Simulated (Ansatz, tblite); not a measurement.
# SiHBr3: rung by rung

How do method and basis change the picture of SiHBr3 (singlet)?

Method: as each input shows; program: Ansatz 0.2.0, Gaussian basis.

The runs, in order: GFN1-xTB, GFN2-xTB, PBE-D4/def2-TZVP, r2SCAN-D4/def2-TZVP, BLYP-D4/def2-TZVP, r2SCAN0-D4/def2-TZVP, LDA/def2-TZVP, ωB97X-V/def2-TZVP, revPBE-D4/def2-TZVP, HF/def2-TZVP, B97M-V/def2-TZVP, PBE-D4/def2-SVP, PBE0-D4/def2-SVP, HF/6-31G, B3LYP-D4/6-31G, PBE0-D4/def2-TZVPD, PBE-D4/def2-TZVPD, r2SCAN-D4/def2-TZVPD, CCSD(T)/def2-SVP, MP2/def2-TZVP, RPA/def2-TZVP.

### 1 The structure

The singlet was relaxed beforehand with r2SCAN-D4/def2-SVP.

5 atoms, charge 0, spin multiplicity 1.

Bond lengths: Si1–H2 1.478 Å, Si1–Br3 2.213 Å, Si1–Br4 2.213 Å, Si1–Br5 2.213 Å. Angles: H2–Si1–Br3 108.9°, H2–Si1–Br4 109.0°, H2–Si1–Br5 109.0°, Br3–Si1–Br4 110.0°, Br3–Si1–Br5 110.0°, Br4–Si1–Br5 110.0°.

Coordinates:

```tsv
atom	x (Å)	y (Å)	z (Å)
Si1	0.0002	-0.0014	0.1362
H2	0.0075	-0.0144	1.6146
Br3	2.0903	0.0101	-0.5920
Br4	-1.0530	1.8155	-0.5627
Br5	-1.0450	-1.8098	-0.5961
```

PBE0-D4/def2-TZVP was run before; its log isn't repeated, and its numbers join the tables.

### 2 GFN1-xTB

Tight binding, by tblite at 300 K electronic temperature and without a spin-polarisation term:

```python
tblite.interface.Calculator('GFN1-xTB', numbers, positions, charge=0, uhf=0).singlepoint()
```

Energy -386.7301 eV, HOMO -11.72 eV, LUMO -5.41 eV; 0.015 s.

### 3 GFN2-xTB

Tight binding, by tblite at 300 K electronic temperature and without a spin-polarisation term:

```python
tblite.interface.Calculator('GFN2-xTB', numbers, positions, charge=0, uhf=0).singlepoint()
```

Energy -397.7008 eV, HOMO -12.34 eV, LUMO -6.51 eV; 0.014 s.

### 4 PBE-D4/def2-TZVP

start.molden holds the orbitals of an earlier run on this state, given as this run's starting guess.

in.yaml

```yaml
crystal:
  periodic: [false, false, false]
  atoms:
    - {symbol: Si, position_ang: [0.000232, -0.001394, 0.136203]}
    - {symbol: H, position_ang: [0.007543, -0.014391, 1.614565]}
    - {symbol: Br, position_ang: [2.090271, 0.010087, -0.591951]}
    - {symbol: Br, position_ang: [-1.053027, 1.815531, -0.562718]}
    - {symbol: Br, position_ang: [-1.045009, -1.809823, -0.596109]}
basis:
  gaussian: {orbitals: def2-TZVP, initial_orbitals: start.molden}
hamiltonian: {xc: pbe, dispersion: d4}
scf: {omitted_lower_state_checks: [starts]}
output: {orbitals: {seedname: orbitals}}
```

The run is started by

```sh
> ansatz run in.yaml --threads 4 --pin off --events-out ev --progress --plain --max-ram 3916MiB
```

Further steps of the session: r2SCAN-D4/def2-TZVP; BLYP-D4/def2-TZVP; r2SCAN0-D4/def2-TZVP; LDA/def2-TZVP; ωB97X-V/def2-TZVP; revPBE-D4/def2-TZVP; HF/def2-TZVP; B97M-V/def2-TZVP; PBE-D4/def2-SVP; PBE0-D4/def2-SVP; HF/6-31G; B3LYP-D4/6-31G; PBE0-D4/def2-TZVPD; PBE-D4/def2-TZVPD; r2SCAN-D4/def2-TZVPD; CCSD(T)/def2-SVP; MP2/def2-TZVP; RPA/def2-TZVP.

Q: Predict the results of all the runs planned. Wanted: gap in def2-TZVP, named functionals and Hartree-Fock, smallest and largest; correlation energy, CCSD(T)/def2-SVP; correlation energy, MP2/def2-TZVP; binding an atom, CCSD(T)/def2-SVP; PBE0 total energy, smallest basis above largest.

As calculated:

| quantity | value |
| --- | --- |
| gap in def2-TZVP, named functionals and Hartree-Fock, smallest and largest | 5.12 eV (LDA), 13.89 eV (HF) |
| correlation energy, CCSD(T)/def2-SVP | -22.09 eV |
| correlation energy, MP2/def2-TZVP | -25.43 eV |
| binding an atom, CCSD(T)/def2-SVP | 2.559 eV |
| PBE0 total energy, smallest basis above largest | 28.43 eV (def2-SVP, def2-TZVPD) |

**Reading.** Over the named functionals and Hartree-Fock in def2-TZVP the gap runs from 5.12 eV (LDA) to 13.89 eV (HF); exact exchange widens it. A small miss in a minimal or small basis is a cancelling of errors, not accuracy. The functionals in def2-TZVP miss CCSD(T)/def2-SVP by +0.198 (BLYP-D4) to +0.698 eV (LDA) an atom. The yardstick is in a double-zeta basis, so levels in larger sets aren't compared like for like. The reference is CCSD(T) in one finite basis, so it carries an error of its own, often a tenth of an eV or more, and near misses can't be ranked.
